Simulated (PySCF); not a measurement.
# C6H5F: the cost of one run

Programs: PySCF 2.14.0, with density-fitted response routines of our own. Each step states its level of theory. These are calculated values for one molecule in the gas phase, unless marked as measured. Atoms are numbered from 0 throughout.

## 1. Starting geometry

12 atoms, charge 0, multiplicity 1; geometry from: GFN2-xTB. The atoms were then displaced at random by about 0.01 Å, so the start is not that level's minimum.

Bonds of the start (Å): F0–C1 1.34, C1–C2 1.51, C2–C3 1.37, C3–C4 1.54, C4–C5 1.52, C5–C6 1.32, C4–C1 1.56, C6–C1 1.51, C2–H7 1.07, C3–H8 1.04, C4–H9 1.06, C5–H10 1.08, C6–H11 1.08.

## 2. Relaxing the molecule at PBE0-D3(BJ)/def2-SVP

What the job is given:

```
{"job": {"xc": "PBE0", "basis": "def2-SVP", "d3": "d3bj", "grid": 1, "shake": 0.01, "kind": "geom"}, "charge": 0, "multiplicity": 1}
F     -1.659660     0.379190    -1.424870
C     -0.758370     0.282380    -0.438850
C      0.188190     1.434010    -0.219390
C      1.320130     0.661760    -0.265120
C      0.509910    -0.623550    -0.532820
C     -0.027610    -1.265900     0.732820
C     -1.106490    -0.516340     0.797300
H      0.036250     2.482950    -0.040040
H      2.334780     0.824660    -0.089250
H      0.754650    -1.229460    -1.371330
H      0.393550    -2.032080     1.372010
H     -1.945650    -0.425880     1.470520
```

Run with:

```sh
$ OMP_NUM_THREADS=1 python probes_run.py task.json out
```

This one command runs all jobs of the session in turn.

**Question.** How long does this first job take on 1 thread of Arm Neoverse V2, shared host, and how much memory does it need?

About 28 s, with a peak of 0.53 GiB.
